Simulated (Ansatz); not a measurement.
# ZnCd2Te3: the cost of one run

Method: DFT PBE, scalar-relativistic, plane waves, PAW, in Ansatz 0.2.0.

1 further run of the same task is left out (set aside as unsound or not needed).

## (1) The starting structure

It takes space group I-4m2 (No. 119, tetragonal). The conventional cell has a = 4.565 Å, b = 4.565 Å, c = 19.534 Å, α = 90.00°, β = 90.00°, γ = 90.00°. Around Zn (site symmetry -4m2) lie 4 Te at 2.71 Å. Around Cd (site symmetry 2mm) lie 4 Te at 2.85 Å. Te (site symmetry 2mm) has 2 Zn at 2.71 Å and 2 Cd at 2.85 Å as nearest neighbours. Around Te (site symmetry -4m2) lie 4 Cd at 2.85 Å.

Structure file:

```cif
data_structure
_symmetry_space_group_name_H-M 'P 1'
_symmetry_Int_Tables_number 1
_cell_length_a 10.2866
_cell_length_b 10.2866
_cell_length_c 10.2866
_cell_angle_alpha 154.361
_cell_angle_beta 154.361
_cell_angle_gamma 36.575
_cell_volume 203.52
loop_
_atom_site_label
_atom_site_type_symbol
_atom_site_fract_x
_atom_site_fract_y
_atom_site_fract_z
_atom_site_occupancy
Zn1 Zn 0.50000 0.50000 0.00000 1
Cd1 Cd 0.83734 0.83734 0.00000 1
Cd2 Cd 0.16266 0.16266 0.00000 1
Te1 Te 0.57486 0.07486 0.50000 1
Te2 Te 0.25000 0.75000 0.50000 1
Te3 Te 0.92514 0.42514 0.50000 1
```

The cell was relaxed beforehand at this level, from a generated guess; it is a trial structure. At a tolerance of 0.02 Å it has space group I-4m2 (No. 119); it has 33.92 Å³/atom, an uncorrected energy of -0.46 eV/atom over the elements.

## (2) Bands, states and charges

File input.yaml:

```yaml
crystal:
  lattice:
    - [-2.2823936227, 2.2823936227, 9.7670277193]
    - [2.2823936227, -2.2823936227, 9.7670277193]
    - [2.2823936227, 2.2823936227, -9.7670277193]
  atoms:
    - { symbol: Zn, position: [0.5, 0.5, 0.0] }
    - { symbol: Cd, position: [0.8373437951, 0.8373437951, 0.0] }
    - { symbol: Cd, position: [0.1626562049, 0.1626562049, 0.0] }
    - { symbol: Te, position: [0.5748615346, 0.0748615346, 0.5] }
    - { symbol: Te, position: [0.25, 0.75, 0.5] }
    - { symbol: Te, position: [0.9251384654, 0.4251384654, 0.5] }
basis:
  ecutwfc: 420
kpoints:
  mp_grid: { grid: [8, 8, 8] }
  band_path:
    path:
      - [[0.0, 0.0, 0.0], [0.0, 0.0, 0.5], [0.25, 0.25, 0.25], [0.0, 0.5, 0.0], [0.0, 0.0, 0.0], [0.5, 0.5, -0.5], [0.263652, 0.736348, -0.263652]]
      - [[-0.263652, 0.263652, 0.263652], [0.0, 0.0, 0.0]]
      - [[0.0, 0.0, 0.5], [-0.027304, 0.027304, 0.5]]
      - [[0.5, 0.5, -0.027304], [0.5, 0.5, -0.5]]
    npoints: 14
hamiltonian:
  xc: pbe
scf:
  occupations: { method: gaussian, width: 0.02 }
  n_extra_bands: 15
output:
  forces: true
  stress: true
  eigenvalues: true
  populations: true
  dos: { projected: true, de: 0.02, nscf_kmesh: { grid: [12, 12, 12] } }
  bader: true
  write_density: true
  write_potential: true
  elf: true
  volumetric_format: npy
```

On the command line:

```
$ ansatz run input.yaml --threads 1 --pin off --max-ram 2560MiB --backend cpu --events-out ev --progress --plain --runs-dir out
```

**Question.** How long does this run take on 1 thread of Intel Xeon at 2.50GHz (Skylake/Cascade Lake), shared host, and how much memory does it need?

About 12 min, with a peak of 1.4 GiB.
